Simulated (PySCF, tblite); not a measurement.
# C6H10O3: geometry, infrared bands and NMR shifts

Wanted: the infrared bands and NMR shifts of C6H10O3 (`C=C(OC)OC(=O)CC`), by calculation.

The runs use tblite 0.8.0 and PySCF 2.14.0, with density-fitted response routines of our own; the level of theory stands in each step. All values are computed, except where a source is named. Atoms are numbered from 0 throughout.

### Step 1. Starting geometry

19 atoms, charge 0, multiplicity 1; geometry from: force field or distance geometry start.

Bonds of the start (Å): C0–C1 1.34, C1–O2 1.40, O2–C3 1.43, C1–O4 1.40, O4–C5 1.38, C5–O6 1.22, C5–C7 1.51, C7–C8 1.52, C0–H9 1.09, C0–H10 1.08, C3–H11 1.10, C3–H12 1.08, C3–H13 1.09, C7–H14 1.09, C7–H15 1.08, C8–H16 1.10, C8–H17 1.09, C8–H18 1.09.

### Step 2. Optimising the geometry with GFN2-xTB

Job settings and geometry (Å):

```
{"job": {"kind": "relax", "xc": "GFN2-xTB", "basis": "xTB"}, "charge": 0, "multiplicity": 1}
C      1.226300    -2.316000    -0.186900
C      1.362600    -1.135400     0.430700
O      2.370100    -1.050000     1.405400
C      2.373900     0.204100     2.084900
O      0.637400     0.007400     0.071800
C     -0.733200    -0.090600    -0.025900
O     -1.414400    -1.056600     0.262700
C     -1.261000     1.235400    -0.521800
C     -2.772400     1.206200    -0.683800
H      0.490400    -2.455100    -0.975900
H      1.818500    -3.169700     0.097200
H      3.152000     0.146500     2.859600
H      2.610900     1.021200     1.422800
H      1.422300     0.376600     2.592900
H     -0.991400     2.021600     0.189700
H     -0.808000     1.448400    -1.482900
H     -3.269400     1.006300     0.274000
H     -3.136900     2.170100    -1.053200
H     -3.087600     0.438800    -1.389500
```

Run with:

```sh
$ OMP_NUM_THREADS=1 python probes_run.py task.json out
```

The driver reads the jobs from task.json and runs them one after another.

**Question.** This job is followed by: GFN2-xTB harmonic vibrations, gas phase; GIAO PBE0/pcSseg-1 NMR shielding, non-relativistic, gas phase. Predict these results of the whole session: strongest single infrared mode (GFN2-xTB); zero-point energy (GFN2-xTB); ¹³C shifts against TMS (PBE0/pcSseg-1); ¹H shifts against TMS (PBE0/pcSseg-1, means over atoms taken as alike); ¹⁷O shifts against H2O (PBE0/pcSseg-1).

**Answer**, as computed:

| quantity | value |
| --- | --- |
| strongest single infrared mode (GFN2-xTB) | 1803 cm⁻¹, 430 km/mol |
| zero-point energy (GFN2-xTB) | 94.7 kcal/mol |
| ¹³C shifts against TMS (PBE0/pcSseg-1) | 176.3, 162.8, 80.0, 54.5, 31.4, 10.5 ppm |
| ¹H shifts against TMS (PBE0/pcSseg-1, means over atoms taken as alike) | 4.47, 4.21, 3.73, 2.42, 1.19 ppm |
| ¹⁷O shifts against H2O (PBE0/pcSseg-1) | 448.6, 248.5, 96.2 ppm |

In words: The optimisation took 79 steps and gained 0.207 eV; among the close pairs (by a distance rule), C1–O2 changed most, from 1.404 to 1.354 Å. No mode is imaginary among the 51: a minimum at this level. The strongest single mode, at 1803 cm⁻¹, moves mainly C5 and O6. Unscaled tight-binding wavenumbers are off by several per cent, some by more. Its intensities can rank the bands wrongly. The most deshielded carbon is C5 (ester carbonyl carbon), at 176.3 ppm: it is a carbonyl in resonance with an O or N lone pair, the region of acids, esters and amides. At PBE0/pcSseg-1: The widest tensor belongs to O6: span 778 ppm, with a paramagnetic part of -516 ppm.
